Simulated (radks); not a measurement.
# Filling a hard-walled sphere of radius 3.6 bohr*: electrons 16 to 22

Which level does each new electron take in a hard-walled sphere of radius 3.6 bohr*, and at which counts is the dot hardest to charge further? Each count tries a few candidate levels and keeps the lowest.

Program: radks, version 2. Model: non-relativistic spin-polarised Kohn-Sham, PBE, spherically averaged shells. All values are calculated.

**1. What is given**

```
well                     : a hard-walled sphere of radius 3.6 bohr*
functional               : PBE
levels                   : named by radial order: 1s, 1p, 1d, 2s, 1f and so on
units                    : effective atomic units, hartree* and bohr*
configuration carried in : 1s2 1p6 1d(up 5, down 2) (N = 15, energy 51.706429)
```

The runs follow, count by count.

**2. N = 16**

Candidate: add 1d down. Settings of this run:

```ini
kind = hard wall
xc = PBE
radius = 3.6  # bohr
z = 0  # e
electrons = 16
background = 0  # e
configuration = 1s2 1p6 1d(up 5, down 3)
```

Launch:

```sh
$ python run_model.py task.json out
```

task.json names the series; the program runs every candidate in turn, and a move starts from the lowest state found so far. In the records, mag is the spin moment and err the last SCF error; their hartree and bohr are effective units.

From the run's result record (rounded, not every field):

```text
status: converged
energy_total [hartree]: 58.2356774
energy_kinetic [hartree]: 17.80541
energy_external [hartree]: 0.0
energy_hartree [hartree]: 47.20614
energy_xc [hartree]: -6.775872
energy_background [hartree]: 0.0
orbitals [level, occupation, hartree, mean radius in bohr]:
  - ["1s up", 1, 6.07083, 2.33549]
  - ["1p up", 3, 6.29244, 2.45392]
  - ["1d up", 5, 6.66225, 2.54984]
  - ["1s down", 1, 6.09991, 2.32727]
  - ["1p down", 3, 6.32365, 2.44989]
  - ["1d down", 3, 6.69493, 2.54768]
r2_mean [bohr^2]: 6.421475
mag [bohr magneton]: 2
err: 1.9e-10
```

Candidate: add 1f up. Changed: configuration = 1s2 1p6 1d(up 5, down 2) 1f(up 1, down 0).

Result:

```text
status: converged
energy_total [hartree]: 58.6832949
energy_kinetic [hartree]: 18.36401
energy_external [hartree]: 0.0
energy_hartree [hartree]: 47.1433
energy_xc [hartree]: -6.824008
energy_background [hartree]: 0.0
orbitals [level, occupation, hartree, mean radius in bohr]:
  - ["1s up", 1, 6.05363, 2.3378]
  - ["1p up", 3, 6.27464, 2.45512]
  - ["1d up", 5, 6.64401, 2.55045]
  - ["1f up", 1, 7.14095, 2.62801]
  - ["1s down", 1, 6.11114, 2.31792]
  - ["1p down", 3, 6.33727, 2.44477]
  - ["1d down", 2, 6.71037, 2.54456]
r2_mean [bohr^2]: 6.439214
mag [bohr magneton]: 4
err: 2.6e-10
```

Candidate: add 1f down. Changed: configuration = 1s2 1p6 1d(up 5, down 2) 1f(up 0, down 1).

Result:

```text
status: converged
energy_total [hartree]: 58.7338084
energy_kinetic [hartree]: 18.36571
energy_external [hartree]: 0.0
energy_hartree [hartree]: 47.14108
energy_xc [hartree]: -6.772977
energy_background [hartree]: 0.0
orbitals [level, occupation, hartree, mean radius in bohr]:
  - ["1s up", 1, 6.06557, 2.3317]
  - ["1p up", 3, 6.28811, 2.45158]
  - ["1d up", 5, 6.65875, 2.54827]
  - ["1s down", 1, 6.09578, 2.32692]
  - ["1p down", 3, 6.31965, 2.45011]
  - ["1d down", 2, 6.69086, 2.54796]
  - ["1f down", 1, 7.18893, 2.62675]
r2_mean [bohr^2]: 6.439966
mag [bohr magneton]: 2
err: 2.4e-10
```

Candidate: move 1d up to 1d down. Changed: configuration = 1s2 1p6 1d(up 4, down 4).

Result:

```text
status: converged
energy_total [hartree]: 58.2519868
energy_kinetic [hartree]: 17.80582
energy_external [hartree]: 0.0
energy_hartree [hartree]: 47.2056
energy_xc [hartree]: -6.759438
energy_background [hartree]: 0.0
orbitals [level, occupation, hartree, mean radius in bohr]:
  - ["1s up", 1, 6.0848, 2.33172]
  - ["1p up", 3, 6.30739, 2.45209]
  - ["1d up", 4, 6.67787, 2.54888]
  - ["1s down", 1, 6.0848, 2.33172]
  - ["1p down", 3, 6.30739, 2.45209]
  - ["1d down", 4, 6.67787, 2.54888]
r2_mean [bohr^2]: 6.421644
mag [bohr magneton]: 0
err: 9.2e-10
```

| candidate | configuration | above the lowest (hartree*) |
| --- | --- | --- |
| add 1d down | 1s2 1p6 1d(up 5, down 3) | lowest |
| add 1f up | 1s2 1p6 1d(up 5, down 2) 1f(up 1, down 0) | 0.448 |
| add 1f down | 1s2 1p6 1d(up 5, down 2) 1f(up 0, down 1) | 0.498 |
| move 1d up to 1d down | 1s2 1p6 1d(up 4, down 4) | 0.0163 |

Kept: 1s2 1p6 1d(up 5, down 3).

From the same record, its empty bound levels (hartree) and its density (bohr, e/bohr³):

```text
empty: [["2s up", 7.3962], ["1f up", 7.1595], ["2p up", 8.0698], ["2s down", 7.4095], ["1f down", 7.1931], ["2p down", 8.088]]
r: [0.1014, 0.2806, 0.4598, 0.6391, 0.8183, 0.9975, 1.177, 1.356, 1.535, 1.714, 1.894, 2.073, 2.252, 2.431, 2.611, 2.79, 2.969, 3.148, 3.328, 3.507]
n: [0.008738, 0.009805, 0.0121, 0.01598, 0.02191, 0.03044, 0.04214, 0.05726, 0.07578, 0.09698, 0.1193, 0.1399, 0.155, 0.1604, 0.1523, 0.1292, 0.09368, 0.05378, 0.02048, 0.00238]
```

**3. N = 17**

Candidate: add 1d down. Settings of this run:

```ini
kind = hard wall
xc = PBE
radius = 3.6  # bohr
z = 0  # e
electrons = 17
background = 0  # e
configuration = 1s2 1p6 1d(up 5, down 4)
```

From the run's result record (rounded, not every field):

```text
status: converged
energy_total [hartree]: 65.0965858
energy_kinetic [hartree]: 19.37241
energy_external [hartree]: 0.0
energy_hartree [hartree]: 53.04035
energy_xc [hartree]: -7.316183
energy_background [hartree]: 0.0
orbitals [level, occupation, hartree, mean radius in bohr]:
  - ["1s up", 1, 6.42692, 2.35016]
  - ["1p up", 3, 6.64511, 2.46442]
  - ["1d up", 5, 7.01138, 2.55788]
  - ["1s down", 1, 6.44098, 2.34657]
  - ["1p down", 3, 6.6601, 2.46265]
  - ["1d down", 4, 7.027, 2.55694]
r2_mean [bohr^2]: 6.48774
mag [bohr magneton]: 1
err: 2.1e-10
```

Candidate: add 1f up. Changed: configuration = 1s2 1p6 1d(up 5, down 3) 1f(up 1, down 0).

Result:

```text
status: converged
energy_total [hartree]: 65.5587375
energy_kinetic [hartree]: 19.92906
energy_external [hartree]: 0.0
energy_hartree [hartree]: 52.97609
energy_xc [hartree]: -7.346412
energy_background [hartree]: 0.0
orbitals [level, occupation, hartree, mean radius in bohr]:
  - ["1s up", 1, 6.40981, 2.35243]
  - ["1p up", 3, 6.62744, 2.46563]
  - ["1d up", 5, 6.99327, 2.55853]
  - ["1f up", 1, 7.48678, 2.63447]
  - ["1s down", 1, 6.45117, 2.33868]
  - ["1p down", 3, 6.67226, 2.45829]
  - ["1d down", 3, 7.04071, 2.55427]
r2_mean [bohr^2]: 6.504215
mag [bohr magneton]: 3
err: 7.9e-10
```

Candidate: add 1f down. Changed: configuration = 1s2 1p6 1d(up 5, down 3) 1f(up 0, down 1).

Result:

```text
status: converged
energy_total [hartree]: 65.5907898
energy_kinetic [hartree]: 19.93
energy_external [hartree]: 0.0
energy_hartree [hartree]: 52.97486
energy_xc [hartree]: -7.314065
energy_background [hartree]: 0.0
orbitals [level, occupation, hartree, mean radius in bohr]:
  - ["1s up", 1, 6.42192, 2.3466]
  - ["1p up", 3, 6.64098, 2.4622]
  - ["1d up", 5, 7.00802, 2.5564]
  - ["1s down", 1, 6.43705, 2.3461]
  - ["1p down", 3, 6.65631, 2.46269]
  - ["1d down", 3, 7.0232, 2.55707]
  - ["1f down", 1, 7.51738, 2.63373]
r2_mean [bohr^2]: 6.504592
mag [bohr magneton]: 1
err: 1.7e-09
```

| candidate | configuration | above the lowest (hartree*) |
| --- | --- | --- |
| add 1d down | 1s2 1p6 1d(up 5, down 4) | lowest |
| add 1f up | 1s2 1p6 1d(up 5, down 3) 1f(up 1, down 0) | 0.462 |
| add 1f down | 1s2 1p6 1d(up 5, down 3) 1f(up 0, down 1) | 0.494 |

The series goes on from 1s2 1p6 1d(up 5, down 4).

**4. Electron number 18**

Candidate: add 1d down. Settings of this run:

```ini
kind = hard wall
xc = PBE
radius = 3.6  # bohr
z = 0  # e
electrons = 18
background = 0  # e
configuration = 1s2 1p6 1d10
```

From the run's result record (rounded, not every field):

```text
status: converged
energy_total [hartree]: 72.2898497
energy_kinetic [hartree]: 20.95887
energy_external [hartree]: 0.0
energy_hartree [hartree]: 59.20652
energy_xc [hartree]: -7.875543
energy_background [hartree]: 0.0
orbitals [level, occupation, hartree, mean radius in bohr]:
  - ["1s up", 1, 6.78179, 2.36438]
  - ["1p up", 3, 6.99672, 2.47461]
  - ["1d up", 5, 7.35959, 2.56569]
  - ["1s down", 1, 6.78179, 2.36438]
  - ["1p down", 3, 6.99672, 2.47461]
  - ["1d down", 5, 7.35959, 2.56569]
r2_mean [bohr^2]: 6.549494
mag [bohr magneton]: 0
err: 9.6e-10
```

Candidate: add 1f up. Changed: configuration = 1s2 1p6 1d(up 5, down 4) 1f(up 1, down 0).

Result:

```text
status: converged
energy_total [hartree]: 72.7650251
energy_kinetic [hartree]: 21.51342
energy_external [hartree]: 0.0
energy_hartree [hartree]: 59.14114
energy_xc [hartree]: -7.889536
energy_background [hartree]: 0.0
orbitals [level, occupation, hartree, mean radius in bohr]:
  - ["1s up", 1, 6.76479, 2.36661]
  - ["1p up", 3, 6.97917, 2.47583]
  - ["1d up", 5, 7.3416, 2.56636]
  - ["1f up", 1, 7.83182, 2.64072]
  - ["1s down", 1, 6.79117, 2.35755]
  - ["1p down", 3, 7.00778, 2.47079]
  - ["1d down", 4, 7.37198, 2.56335]
r2_mean [bohr^2]: 6.564785
mag [bohr magneton]: 2
err: 2.7e-10
```

Candidate: add 1f down. Changed: configuration = 1s2 1p6 1d(up 5, down 4) 1f(up 0, down 1).

Result:

```text
status: converged
energy_total [hartree]: 72.7803697
energy_kinetic [hartree]: 21.51381
energy_external [hartree]: 0.0
energy_hartree [hartree]: 59.14062
energy_xc [hartree]: -7.874061
energy_background [hartree]: 0.0
orbitals [level, occupation, hartree, mean radius in bohr]:
  - ["1s up", 1, 6.77703, 2.36102]
  - ["1p up", 3, 6.99277, 2.47251]
  - ["1d up", 5, 7.35636, 2.56428]
  - ["1s down", 1, 6.77801, 2.36381]
  - ["1p down", 3, 6.99311, 2.47452]
  - ["1d down", 4, 7.35601, 2.56571]
  - ["1f down", 1, 7.84652, 2.6404]
r2_mean [bohr^2]: 6.564929
mag [bohr magneton]: 0
err: 4.1e-10
```

| candidate | configuration | above the lowest (hartree*) |
| --- | --- | --- |
| add 1d down | 1s2 1p6 1d10 | lowest |
| add 1f up | 1s2 1p6 1d(up 5, down 4) 1f(up 1, down 0) | 0.475 |
| add 1f down | 1s2 1p6 1d(up 5, down 4) 1f(up 0, down 1) | 0.491 |

Lowest: 1s2 1p6 1d10.

From the same record, its empty bound levels (hartree) and its density (bohr, e/bohr³):

```text
empty: [["2s up", 8.1249], ["1f up", 7.8501], ["2p up", 8.7924], ["2s down", 8.1249], ["1f down", 7.8501], ["2p down", 8.7924]]
r: [0.1024, 0.2815, 0.4607, 0.6399, 0.8191, 0.9983, 1.177, 1.357, 1.536, 1.715, 1.894, 2.073, 2.253, 2.432, 2.611, 2.79, 2.969, 3.148, 3.328, 3.507]
n: [0.007371, 0.008324, 0.01041, 0.01403, 0.01972, 0.02817, 0.04001, 0.05595, 0.07594, 0.09956, 0.1252, 0.1501, 0.1701, 0.1797, 0.1741, 0.1506, 0.1113, 0.06482, 0.02494, 0.002915]
```

**5. N = 19**

Candidate: add 1f up. Settings of this run:

```ini
kind = hard wall
xc = PBE
radius = 3.6  # bohr
z = 0  # e
electrons = 19
background = 0  # e
configuration = 1s2 1p6 1d10 1f(up 1, down 0)
```

From the run's result record (rounded, not every field):

```text
status: converged
energy_total [hartree]: 80.3028778
energy_kinetic [hartree]: 23.11733
energy_external [hartree]: 0.0
energy_hartree [hartree]: 65.63716
energy_xc [hartree]: -8.451607
energy_background [hartree]: 0.0
orbitals [level, occupation, hartree, mean radius in bohr]:
  - ["1s up", 1, 7.11858, 2.38034]
  - ["1p up", 3, 7.32987, 2.48573]
  - ["1d up", 5, 7.68903, 2.57397]
  - ["1f up", 1, 8.17608, 2.6468]
  - ["1s down", 1, 7.13094, 2.37496]
  - ["1p down", 3, 7.34352, 2.48251]
  - ["1d down", 5, 7.70379, 2.57194]
r2_mean [bohr^2]: 6.621583
mag [bohr magneton]: 1
err: 1.7e-09
```

Candidate: add 2s up. Changed: configuration = 1s2 1p6 1d10 2s(up 1, down 0).

Result:

```text
status: converged
energy_total [hartree]: 80.5730962
energy_kinetic [hartree]: 22.8399
energy_external [hartree]: 0.0
energy_hartree [hartree]: 66.1078
energy_xc [hartree]: -8.374603
energy_background [hartree]: 0.0
orbitals [level, occupation, hartree, mean radius in bohr]:
  - ["1s up", 1, 7.15147, 2.39194]
  - ["1p up", 3, 7.36045, 2.497]
  - ["1d up", 5, 7.71588, 2.58269]
  - ["2s up", 1, 8.48985, 1.60435]
  - ["1s down", 1, 7.16585, 2.4188]
  - ["1p down", 3, 7.36756, 2.50433]
  - ["1d down", 5, 7.72017, 2.58391]
r2_mean [bohr^2]: 6.480597
mag [bohr magneton]: 1
err: 1.1e-09
```

| candidate | configuration | above the lowest (hartree*) |
| --- | --- | --- |
| add 1f up | 1s2 1p6 1d10 1f(up 1, down 0) | lowest |
| add 2s up | 1s2 1p6 1d10 2s(up 1, down 0) | 0.270 |

Kept: 1s2 1p6 1d10 1f(up 1, down 0).

[end of part 1 of 2]
